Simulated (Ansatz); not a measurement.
# CH5FGeOSi: a ladder of functionals and wavefunction methods

How much do the methods differ for CH5FGeOSi? The plan is to run it at one geometry with functionals of several rungs and with coupled cluster, and see how far each lands from CCSD(T) at the basis-set limit for the atomisation energy.

The runs use Ansatz 0.2.0, Gaussian basis; functionals in def2-TZVPP, the program's frozen cores in correlated methods.

The runs, in order: PBE-D4, r2SCAN-D4, PBE0-D4, B3LYP-D4, ωB97X-V, ωB97M-V, B2PLYP; CCSD(T)/def2-TZVPP; MP2/def2-QZVPP; extrapolation to the limit.

**1. The relaxed structure**

The geometry comes from an earlier relaxation with PBE0-D4 in a triple-zeta def2 set; it is a stationary point, not always the lowest conformer.

SMILES `F[Si]1([GeH3])CO1`, 10 atoms, charge 0, spin multiplicity 1.

Atoms are counted from 1 here; the program's logs count them from 0.

Bond lengths: F1–Si2 1.593 Å, Si2–Ge3 2.364 Å, Si2–C4 1.799 Å, Si2–O5 1.645 Å, Ge3–H6 1.533 Å, Ge3–H7 1.534 Å, Ge3–H8 1.534 Å, C4–O5 1.493 Å, C4–H9 1.088 Å, C4–H10 1.087 Å. Angles: F1–Si2–Ge3 109.9°, F1–Si2–C4 119.5°, F1–Si2–O5 116.4°, Ge3–Si2–C4 128.1°, Ge3–Si2–O5 118.7°, C4–Si2–O5 51.1°, Si2–Ge3–H6 108.1°, Si2–Ge3–H7 109.7°, Si2–Ge3–H8 109.9°, H6–Ge3–H7 110.0°, H6–Ge3–H8 109.8°, H7–Ge3–H8 109.4°, Si2–C4–O5 59.1°, Si2–C4–H9 120.7°, Si2–C4–H10 123.8°, O5–C4–H9 112.1°, O5–C4–H10 112.6°, H9–C4–H10 113.6° and more.

Coordinates:

```xyz
10

F    -1.5967   -0.2170   -1.5352
Si   -0.4144    0.1887   -0.5478
Ge    0.3993   -1.7326    0.5643
C    -0.2057    1.9134   -0.0789
O     0.6678    1.2891   -1.1165
H     1.4367   -1.2804    1.5990
H     1.0511   -2.6803   -0.4509
H    -0.7559   -2.4553    1.2691
H    -0.8506    2.6839   -0.4968
H     0.3512    2.2393    0.7964
```

**2. PBE-D4 (GGA)**

The input, in.yaml:

```yaml
crystal:
  periodic: [false, false, false]
  atoms:
    - {symbol: F, position_ang: [-1.596718, -0.217041, -1.535172]}
    - {symbol: Si, position_ang: [-0.414356, 0.188656, -0.547756]}
    - {symbol: Ge, position_ang: [0.399316, -1.732585, 0.564305]}
    - {symbol: C, position_ang: [-0.205674, 1.913433, -0.078949]}
    - {symbol: O, position_ang: [0.667782, 1.289066, -1.116530]}
    - {symbol: H, position_ang: [1.436655, -1.280412, 1.599044]}
    - {symbol: H, position_ang: [1.051146, -2.680265, -0.450858]}
    - {symbol: H, position_ang: [-0.755864, -2.455315, 1.269109]}
    - {symbol: H, position_ang: [-0.850606, 2.683909, -0.496785]}
    - {symbol: H, position_ang: [0.351219, 2.239255, 0.796389]}
basis:
  gaussian: {orbitals: def2-TZVPP}
hamiltonian: {xc: pbe, dispersion: d4}
output: {forces: true, orbitals: {seedname: orbitals}}
```

The run is started by

```console
ansatz run in.yaml --threads 4 --pin off --events-out ev --progress --plain --max-ram 10444MiB
```

The runs that follow: r2SCAN-D4 (meta-GGA); PBE0-D4 (hybrid); B3LYP-D4 (hybrid); ωB97X-V (range-separated); ωB97M-V (range-separated); B2PLYP (double hybrid); CCSD(T) in def2-TZVPP; MP2 in def2-QZVPP.

Q: Predict the results of all the runs planned. Wanted: atomisation energy, CCSD(T)/CBS; farthest; mean size of error, hybrid; mean size of error, range-separated; gap, smallest and largest; T1 diagnostic; triples share of the correlation energy.

The runs gave:

| quantity | value |
| --- | --- |
| atomisation energy, CCSD(T)/CBS | 837.3 kcal/mol |
| functionals within 8.4 kcal/mol (1.0 %) | r2SCAN-D4, ωB97X-V, ωB97M-V |
| farthest | B2PLYP (-15.0 kcal/mol) |
| mean size of error, hybrid | 9.2 kcal/mol |
| mean size of error, range-separated | 3.0 kcal/mol |
| gap, smallest and largest | 5.04 eV (PBE-D4), 11.49 eV (ωB97X-V) |
| T1 diagnostic | 0.0134 |
| triples share of the correlation energy | 3.6 % |

PBE-D4 misses by +8.8 kcal/mol. Double hybrids carry the basis error of their MP2 part in triple zeta, and no dispersion term here, so their miss is partly the set-up's. Misses under about 8.4 kcal/mol are within the doubt on the reference itself, which lacks core-valence correlation, relativity and higher excitations, and its outer-core shells are covered unevenly. Hartree-Fock recovers 70 % of the binding; the rest is correlation. The gap grows from 5.0 to 11.5 eV across the functionals, mostly with the share of exact exchange. Correlated methods include outer-core shells of Ge, which these sets cover unevenly.
